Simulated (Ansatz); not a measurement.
# CH5ClOSn: rigid scan of one bond length

Computed with the Python package of Ansatz 0.2.0. Level of theory: B3LYP/def2-SVP.

## 1. The system

Bond lengths: C1–Sn2 2.107 Å, Sn2–O3 1.959 Å, Sn2–Cl4 2.276 Å, C1–H5 1.157 Å, C1–H6 1.165 Å, C1–H7 1.100 Å, Sn2–H8 1.764 Å, O3–H9 1.012 Å. Angles: C1–Sn2–O3 108.9°, C1–Sn2–Cl4 110.9°, C1–Sn2–H8 107.4°, O3–Sn2–Cl4 109.0°, O3–Sn2–H8 109.8°, Cl4–Sn2–H8 110.8°, Sn2–C1–H5 110.0°, Sn2–C1–H6 110.3°, Sn2–C1–H7 113.6°, H5–C1–H6 104.4°, H5–C1–H7 109.7°, H6–C1–H7 108.4°, Sn2–O3–H9 108.3°.

The script holds or builds the structure itself.

## 2. The script

Contents of ch5closn_scan.py:

```python
"""Stretching a bond of CH5ClOSn, the rest held rigid."""

import ansatz as az
from ase import Atoms
import numpy as np

atoms = Atoms(["C", "Sn", "O", "Cl", "H", "H", "H", "H", "H"], positions=[
    (0.2548, 1.1073, -0.6508),
    (-0.0816, -0.8776, -0.0284),
    (0.515, -1.0693, 1.8277),
    (-2.2922, -1.4045, -0.153),
    (-0.145, 1.2573, -1.7258),
    (-0.3719, 1.8458, -0.0027),
    (1.3107, 1.4116, -0.6017),
    (0.8744, -1.929, -1.0742),
    (0.0241, -0.3877, 2.3919),
])
system = az.Crystal.molecule_from_ase(atoms)

symbols = [site.symbol for site in system.cartesian_sites]
start = np.array([site.position_ang for site in system.cartesian_sites])
axis = (start[5] - start[0]) / np.linalg.norm(start[5] - start[0])
moving = [5]
lengths, energies = [1.026, 1.072, 1.119, 1.165, 1.212, 1.259, 1.305, 1.375], []
for length in lengths:
    xyz = start.copy()
    xyz[moving] += (length - np.linalg.norm(start[5] - start[0])) * axis
    point = az.Crystal.molecule()
    for symbol, place in zip(symbols, xyz):
        point = point.atom(symbol, place.tolist())
    base = (
        point.calculation()
        .basis(gaussian="def2-SVP")
        .functional("b3lyp")
    )
    summary = base.run(threads=1, backend="cpu").report
    energies.append(summary["free_energy_ev"])
    print(f"r = {length:6.3f} A  E = {energies[-1]:.5f} eV  <S^2> = {abs(summary['mean_field']['state']['spin_squared']):.3f}")

# quartic fit about the minimum
fit = np.polynomial.Polynomial.fit(lengths, np.array(energies) - min(energies), 4).convert()
roots = [r.real for r in fit.deriv().roots() if abs(r.imag) < 1e-9 and fit.deriv(2)(r.real) > 0]
r_e = min(roots, key=lambda r: abs(r - lengths[int(np.argmin(energies))]))
print(f"minimum of the fit at {r_e:.4f} A, force constant {fit.deriv(2)(r_e):.2f} eV/A^2")
```

## 3. Running it

On the command line:

```console
> python ch5closn_scan.py
```

Q: Estimate wall time and peak memory on 1 thread of Intel Xeon Platinum 8488C (Sapphire Rapids), shared host.

About 32 s, with a peak of 0.28 GiB.
